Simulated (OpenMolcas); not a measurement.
# Ta²⁺ among point charges: CASSCF levels and susceptibility

How does a field of 6 point charges split the states of Ta²⁺, and what χT follows?

The numbers are computed with OpenMolcas 26.06 (state-averaged CASSCF, spin-orbit coupling by RASSI with atomic mean-field integrals), except any that are marked as measured or tabulated.

1 further run of the same task is left out (it didn't finish).

### Step 1. What is computed

| Property | Result |
| --- | --- |
| Species | Ta²⁺ (tantalum, Z = 73, 71 electrons) |
| Basis | ANO-RCC-VDZP [7s6p4d2f1g], 68 functions |
| Scalar Hamiltonian | DKH2, point nucleus |
| Inactive shells | 1s 2s 2p 3s 3p 3d 4s 4p 4d 4f 5s 5p |
| Active space | 3 electrons in 5 orbitals (5d) |
| Some configurations of this space | 5d³ |
| Orbitals | optimised for each spin and parity, averaged over all roots |

Outer shells as boxes (Hund's rule):

5d3
```
5d [↑ ][↑ ][↑ ][  ][  ]
```

The ion sits among 6 point charges of -1.7 e arranged as a tetragonal octahedron (D4h), 1.91 Å from the ion, with the axial distance 2.368 Å. The active orbitals were held to one l.

The work runs as a chain of OpenMolcas steps in one folder; each step below is one input file. Labels, J, g values, rates, χT and fits are worked out afterwards by a script from the matrices that RASSI stores. The input lists half of the charges; inversion (Group=XYZ) makes the rest.

### Step 2. One- and two-electron integrals

File a.inp:

```
&GATEWAY
Coord
1

Ta 0.0 0.0 0.0
Basis=ANO-RCC-VDZP
Group=XYZ
NoMove
AngMom=0.0 0.0 0.0
AMFI
XField
3 Angstrom 0
1.910000 0.000000 0.000000 -1.700000
0.000000 1.910000 0.000000 -1.700000
0.000000 0.000000 2.368400 -1.700000
&SEWARD
```

Command:

```
> OMP_NUM_THREADS=1 MOLCAS_MEM=1689 MOLCAS_PROJECT=a pymolcas a.inp > a.log
```

Output:

```text
Basis set label: TA.ANO-RCC...7S6P4D2F1G.

      Electronic valence basis set:
      ------------------
      Associated Effective Charge  73.000000 au
      Associated Actual Charge     73.000000 au
      Nuclear Model: Point charge

      Shell  nPrim  nBasis  Cartesian Spherical Contaminant
         s      24       7        X
         p      21       6        X
         d      15       4                 X
         f      11       2                 X
         g       4       1                 X
                  Relativistic Douglas-Kroll-Hess integrals:
                    - DKH order of Hamiltonian: 2
                    - DKH order of Properties : 0
                  Atomic mean-field integrals
```

### Step 3. CASSCF: quartets of even parity, 10 roots

File a.inp:

```
&RASSCF
FileOrb=start.orb
Symmetry=1
Spin=4
nActEl=3 0 0
Inactive=15 19
Ras2=5 0
CIRoot=10 10 1
SDav=10
CIMx=300
Iter=120 100
PrWF=0.3
OrbListing=Nothing
MaxOrb=0
SupSym
1
20 4 5 6 7 8 10 11 12 13 14 16 17 18 19 20 23 24 25 26 27
0
>>> COPY $Project.JobIph JOB001
```

start.orb holds the contracted functions of the basis, ordered by shell, or the orbitals of the step before.

Output (excerpt; [...] marks lines left out):

```text
[...]
      Number of active orbitals                  5
[...]
      Spin quantum number                      1.5
[...]
      Active orbitals                            5   0
[...]
      Number of CSFs                            10
      Number of root(s) required                10
[...]
      Convergence after  9 iterations
[...]
      Natural orbitals and occupation numbers for root  1
      sym 1:   1.000000   1.000000   1.000000   0.000000  -0.000000
      Natural orbitals and occupation numbers for root  2
      sym 1:   0.007094   0.992906   1.000000   0.992906   0.007094
      Natural orbitals and occupation numbers for root  3
      sym 1:   1.000000   0.002795   0.997205   0.002795   0.997205
::    RASSCF root number  1 Total energy: -15594.65866833
::    RASSCF root number  2 Total energy: -15594.58312206
::    RASSCF root number  3 Total energy: -15594.57190767
[...]
::    RASSCF root number  7 Total energy: -15594.46809609
::    RASSCF root number  8 Total energy: -15594.42581598
::    RASSCF root number  9 Total energy: -15594.42581598
::    RASSCF root number 10 Total energy: -15594.39335462
```

### Step 4. CASSCF: doublets of even parity, 40 roots

File a.inp:

```
&RASSCF
FileOrb=start.orb
Symmetry=1
Spin=2
nActEl=3 0 0
Inactive=15 19
Ras2=5 0
CIRoot=40 40 1
SDav=40
CIMx=300
Iter=120 100
PrWF=0.3
OrbListing=Nothing
MaxOrb=0
SupSym
1
20 4 5 6 7 8 10 11 12 13 14 16 17 18 19 20 23 24 25 26 27
0
>>> COPY $Project.JobIph JOB002
```

Command:

```
> OMP_NUM_THREADS=1 MOLCAS_MEM=1689 MOLCAS_PROJECT=a pymolcas a.inp > a.log
```

Output (excerpt; [...] marks lines left out):

```text
[...]
      Number of active orbitals                  5
[...]
      Spin quantum number                      0.5
[...]
      Active orbitals                            5   0
[...]
      Number of CSFs                            40
      Number of root(s) required                40
[...]
      Convergence after  8 iterations
[...]
      Natural orbitals and occupation numbers for root  1
      sym 1:   0.993773   1.913743   0.002097   0.010352   0.080035
      Natural orbitals and occupation numbers for root  2
      sym 1:   1.913743   0.993773   0.010352   0.002097   0.080035
      Natural orbitals and occupation numbers for root  3
      sym 1:   0.999684   0.999684   0.038130   0.000887   0.961616
::    RASSCF root number  1 Total energy: -15594.62964080
::    RASSCF root number  2 Total energy: -15594.62964080
::    RASSCF root number  3 Total energy: -15594.60927323
[...]
::    RASSCF root number 27 Total energy: -15594.40681207
::    RASSCF root number 28 Total energy: -15594.40681207
::    RASSCF root number 29 Total energy: -15594.38097035
::    RASSCF root number 30 Total energy: -15594.38097035
```

### Step 5. RASSI: spin-orbit coupling between the states

File a.inp:

```
&RASSI
NrOfJobIphs=2 10 40
1 2 3 4 5 6 7 8 9 10
1 2 3 4 5 6 7 8 9 10 11 12 13 14 15 16 17 18 19 20 21 22 23 24 25 26 27
28 29 30 31 32 33 34 35 36 37 38 39 40
IphNames
JOB001
JOB002
EJob
SpinOrbit
DIPRint=1.0
SOCoupling=1000.0
Subsets=2
Property=9
'ANGMOM' 1 'ANGMOM' 2 'ANGMOM' 3 'MLTPL  1' 1 'MLTPL  1' 2 'MLTPL  1' 3
'AMFI' 1 'AMFI' 2 'AMFI' 3
SOProperty=3
'ANGMOM' 1 'ANGMOM' 2 'ANGMOM' 3
```

Command:

```
> OMP_NUM_THREADS=1 MOLCAS_MEM=1689 MOLCAS_PROJECT=a pymolcas a.inp > a.log
```

Output (excerpt; [...] marks lines left out):

```text
SPIN-FREE ENERGIES:
  (Shifted by EMIN (a.u.) =     -15594.6586683277)
 SF State       Relative EMIN(au)   Rel lowest level(eV)    D:o, cm**(-1)      L_eff
     1             0.0000000000        0.0000000000              0.0000         2.9
    11             0.0290275296        0.7898793188           6370.8064         3.7
    12             0.0290275296        0.7898793188           6370.8064         3.7
    13             0.0493950954        1.3441090208          10840.9704         3.9
    14             0.0514776776        1.4007789680          11298.0443         3.9
    15             0.0526423350        1.4324709100          11553.6571         3.9
     2             0.0755462694        2.0557187149          16580.4896         1.7
    16             0.0756566112        2.0587212691          16604.7069         3.7
     3             0.0867606544        2.3608776777          19041.7626         2.8
     4             0.0867606544        2.3608776777          19041.7626         2.8
[...]
Eigenvalues of complex Hamiltonian:
   -----------------------------------
  (Shifted by EMIN (a.u.) =     -15594.6586683277)
 SO State       Relative EMIN(au)   Rel lowest level(eV)    D:o, cm**(-1)     J-value
     1            -0.0026732335        0.0000000000              0.0000         2.6
     2            -0.0026732335        0.0000000000              0.0000         2.6
     3            -0.0025659452        0.0029194625             23.5471         2.5
     4            -0.0025659452        0.0029194625             23.5471         2.5
     5             0.0226587047        0.6893171551           5559.7178         3.4
     6             0.0226587047        0.6893171551           5559.7178         3.4
     7             0.0298734397        0.8856400960           7143.1691         3.4
     8             0.0298734397        0.8856400960           7143.1691         3.4
     9             0.0469145471        1.3493522502          10883.2599         3.0
    10             0.0469145471        1.3493522502          10883.2599         3.0
    11             0.0481545434        1.3830942680          11155.4076         3.3
[...]
```

These steps took 9.2 s in all on 1 thread of Arm Neoverse V2, shared host.

Spin-free states, with their symmetry labels:

```
state  degeneracy  E (cm-1)  free-ion L (%)
  4B1           1         0         F (100)
   2E           2      6371          H (34)
  2A1           1     10841          G (60)
  2B1           1     11298          G (57)
  2A2           1     11554          H (40)
  4A2           1     16580          P (73)
  2B2           1     16605          D (48)
   4E           2     19042          F (89)
   2E           2     22385          D (33)
  2A2           1     25388          H (61)
  2B1           1     26521          D (39)
  2B2           1     29042          F (63)
  4B2           1     29170         F (100)
   2E           2     29242          H (50)
  2A1           1     30011          G (76)
   2E           2     32524          P (33)
  2A1           1     39951          H (52)
  2A2           1     41366          P (36)
   4E           2     41826          F (65)
  2B2           1     42075          G (42)
  2A1           1     45919          D (68)
  2B1           1     48734          F (46)
   2E           2     50127          H (45)
  2B2           1     50888          D (40)
```

With spin-orbit coupling:

```tsv
E (cm-1)	Degeneracy	Label	2S+1	g
0.0	2	E3/2	4	1.70 3.45 3.45
23.5	2	E1/2	4	0.03 0.03 5.31
5560	2	E3/2	2	0.24 0.24 3.87
7143	2	E1/2	2	0.09 0.55 0.55
10883	2	E1/2	2	1.00 2.60 2.60
11155	2	E3/2	2	1.07 1.07 2.01
11546	2	E1/2	2	1.79 2.40 2.40
16445	2	E3/2	2	1.72 2.40 2.40
16742	2	E1/2	4	1.81 3.06 3.06
17067	2	E3/2	4	0.09 0.09 5.43
19041	2	E3/2	4	2.05 3.17 3.17
19885	2	E3/2	4	0.90 3.42 3.42
20056	2	E1/2	4	1.51 1.51 2.52
20910	2	E1/2	4	2.29 2.29 6.14
22046	2	E1/2	2	0.04 0.72 0.72
23473	2	E3/2	2	0.36 0.36 3.43
25713	2	E1/2	2	0.70 0.70 1.93
26972	2	E3/2	2	2.40 2.40 2.64
29351	2	E3/2	2	1.02 1.59 1.59
29645	2	E1/2	4	0.00 0.00 6.30
29656	2	E3/2	4	1.80 2.76 2.76
29917	2	E1/2	2	0.39 0.39 3.32
30099	2	E3/2	2	0.08 0.08 1.03
30673	2	E1/2	2	1.90 2.51 2.51
```

The table of states holds 24 of 37 computed; the rest, higher up, is left out. Principal g values are given for doublets only; a zero marks a field direction without first-order Zeeman splitting.

Powder χT (cm³ K/mol): 0.90 at 2 K, 1.00 at 5 K, 1.15 at 10 K, 1.30 at 20 K, 1.40 at 50 K, 1.42 at 100 K, 1.43 at 150 K, 1.44 at 200 K, 1.44 at 250 K, 1.45 at 300 K.

### Step 6. Results

| quantity | value |
| --- | --- |
| method | CASSCF |
| spin-free ground state | 4B1, 1-fold in its orbital part |
| first state of the same spin within the active space | 4A2 at 16600 cm⁻¹ |
| lowest level | 2-fold E3/2, g = 1.70, 3.45, 3.45 |
| next level | 23.5 cm⁻¹ |
| χT at 300 K | 1.45 cm³ K/mol |
| effective moment at 300 K | 3.40 μB |

What this shows: The spin-free ground state (4B1) comes to 100 % from free-ion F terms and keeps the highest spin of the shell. χT at 300 K is 1.45, against 1.88 cm³ K/mol for the spin alone, so spin-orbit coupling lowers it. The field of point charges can differ much from that of real complexes. This is an electrostatic model: the charges have no orbitals.
